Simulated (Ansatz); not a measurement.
# I₂+ (doublet): basis-set convergence

An exercise on one series of results from a longer session: the logs are not shown, and one member is left open.

Program: Ansatz 0.2.0, Gaussian basis. Level of theory: one geometry, several basis sets. These are calculated values, not measurements.

The runs, in order: PBE0-D4/def2-SVP; ωB97M-V/def2-SVP; PBE0-D4/def2-QZVPP; ωB97M-V/def2-QZVPP; the functionals' def2-TZVPP values are taken from earlier runs.

## The geometry

The geometry comes from an earlier relaxation with PBE0-D4 in a triple-zeta def2 set; it is a stationary point. I takes the def2 core potential; no spin-orbit term is included.

SMILES `I[I+]`, 2 atoms, charge 1, spin multiplicity 2.

Atoms are counted from 1 here; the program's logs count them from 0.

Bond lengths: I1–I2 2.571 Å.

The first run:

The input, in.yaml:

```yaml
crystal:
  periodic: [false, false, false]
  atoms:
    - {symbol: I, position_ang: [1.096261, -0.368159, 0.561306]}
    - {symbol: I, position_ang: [-1.096261, 0.368159, -0.561306]}
basis:
  gaussian: {orbitals: def2-SVP}
total_charge: 1
magnetization: {spin_polarized: true, initial_magnetization: 1}
hamiltonian: {xc: pbe0, dispersion: d4}
output: {orbitals: {seedname: orbitals}}
```

Run with:

```bash
> ansatz run in.yaml --threads 2 --pin off --events-out ev --progress --plain --max-ram 32768MiB --backend cpu
```

Among the steps run: PBE0-D4 in def2-SVP; ωB97M-V in def2-SVP; PBE0-D4 in def2-QZVPP; ωB97M-V in def2-QZVPP.

One of the session's tables, all rows but one given; the rest of the session is left out.

It belongs to the step «Functionals by basis». 

| functional | basis | HOMO (eV) | LUMO (eV) |
| --- | --- | --- | --- |
| PBE0-D4 | def2-SVP | -13.41 | -11.70 |
| PBE0-D4 | def2-TZVPP | -13.35 | -11.53 |
| PBE0-D4 | def2-QZVPP | -13.35 | -11.52 |
| ωB97M-V | def2-SVP | -15.53 | -9.84 |
| ωB97M-V | def2-TZVPP | -15.47 | -9.68 |
| ωB97M-V | def2-QZVPP | ? | ? |

**Question.** Estimate the row for ωB97M-V, def2-QZVPP.

As computed: HOMO (eV): -15.48; LUMO (eV): -9.67. In the column «HOMO (eV)» it lies between ωB97M-V, def2-SVP (-15.53) and ωB97M-V, def2-TZVPP (-15.47).
